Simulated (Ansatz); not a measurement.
# Cl2F2H2OSi2: small, medium and large basis sets

How large a basis does Cl2F2H2OSi2 need? Two functionals are run in growing sets.

Method: one geometry, several basis sets; program: Ansatz 0.2.0, Gaussian basis.

The runs, in order: PBE0-D4/def2-SVP; ωB97M-V/def2-SVP; PBE0-D4/def2-QZVPP; ωB97M-V/def2-QZVPP; the functionals' def2-TZVPP values are taken from earlier runs.

### 1 Structure used throughout

An earlier PBE0-D4 in a triple-zeta def2 set relaxation fixed the geometry.

SMILES `F[Si](F)(Cl)O[SiH2]Cl`, 9 atoms, charge 0, spin multiplicity 1.

Atoms are counted from 1 here; the program's logs count them from 0.

Bond lengths: F1–Si2 1.570 Å, Si2–F3 1.571 Å, Si2–Cl4 2.013 Å, Si2–O5 1.599 Å, O5–Si6 1.635 Å, Si6–Cl7 2.042 Å, Si6–H8 1.476 Å, Si6–H9 1.474 Å. Angles: F1–Si2–F3 107.5°, F1–Si2–Cl4 109.3°, F1–Si2–O5 108.6°, F3–Si2–Cl4 109.1°, F3–Si2–O5 110.2°, Cl4–Si2–O5 112.0°, Si2–O5–Si6 147.7°, O5–Si6–Cl7 109.6°, O5–Si6–H8 109.3°, O5–Si6–H9 107.7°, Cl7–Si6–H8 108.2°, Cl7–Si6–H9 108.9°, H8–Si6–H9 113.1°.

### 2 PBE0-D4 in def2-SVP

in.yaml

```yaml
crystal:
  periodic: [false, false, false]
  atoms:
    - {symbol: F, position_ang: [-2.074014, -1.852555, -0.035672]}
    - {symbol: Si, position_ang: [-0.923491, -1.008091, -0.690492]}
    - {symbol: F, position_ang: [-0.033993, -1.992222, -1.531598]}
    - {symbol: Cl, position_ang: [-1.726254, 0.367822, -1.920965]}
    - {symbol: O, position_ang: [-0.056291, -0.336362, 0.473258]}
    - {symbol: Si, position_ang: [0.915779, 0.893541, 0.938576]}
    - {symbol: Cl, position_ang: [2.186604, 1.375306, -0.585601]}
    - {symbol: H, position_ang: [0.091849, 2.079018, 1.244707]}
    - {symbol: H, position_ang: [1.708211, 0.427343, 2.090687]}
basis:
  gaussian: {orbitals: def2-SVP}
hamiltonian: {xc: pbe0, dispersion: d4}
output: {orbitals: {seedname: orbitals}}
```

After this run come: ωB97M-V in def2-SVP; PBE0-D4 in def2-QZVPP; ωB97M-V in def2-QZVPP.

Q: Predict the results of all the runs planned. Wanted: PBE0-D4: double and triple zeta above quadruple; ωB97M-V: double and triple zeta above quadruple.

As calculated:

| quantity | value |
| --- | --- |
| PBE0-D4: double and triple zeta above quadruple | 26.06, 1.73 eV |
| ωB97M-V: double and triple zeta above quadruple | 25.99, 1.62 eV |

What this shows: For PBE0-D4 the step from double to triple zeta gains 24.33 eV and the next only 1.73 eV. These are total energies; as a rule much of such shifts cancels in differences, which this series doesn't test. The LUMO of ωB97M-V is positive and keeps falling with the basis (2.32 to 1.26 eV): an unbound level that the basis holds in place.
